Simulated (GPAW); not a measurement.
The system is Ge3Pd.

```
Pd Ge
1.0
     4.14202    0.00000    0.00000
     0.00000    4.14202    0.00000
     0.00000    0.00000    4.14202
Pd Ge
1 3
Direct
  0.00000 0.00000 0.00000
  0.50000 0.50000 0.00000
  0.50000 0.00000 0.50000
  0.00000 0.50000 0.50000
```

The cell comes from a database or a generator and needn't be the stable form of this composition.

Base run:

| Item | Value |
| --- | --- |
| Program | GPAW 26.7.0 |
| Functional | r2SCAN |
| Potentials or basis | GPAW PAW data sets (gpaw-data 1.2.1) |
| Cutoff | 600 eV |
| Basis | pw |
| k mesh | 7 × 7 × 7 |
| Occupations | fermi-dirac, width 0.05 eV |
| Spin | no spin polarisation |

Its results: pressure -3.0 GPa.

**Question.** After a change of settings the same cell gave: pressure -0.3 GPa. Which change was it?
A. functional from r2SCAN to PBE
B. functional from r2SCAN to LDA; potentials or basis from GPAW PAW data sets (gpaw-data 1.2.1) to the program's PAW data sets (release 1.2.1) made for this functional
C. functional from r2SCAN to PBEsol; potentials or basis from GPAW PAW data sets (gpaw-data 1.2.1) to PAW data sets generated in the run's folder for this functional

**Answer.** A.

Caveats: the PAW data sets were made with another functional, which shifts forces and pressure a little (some runs).

Not every run made on this cell is shown here.
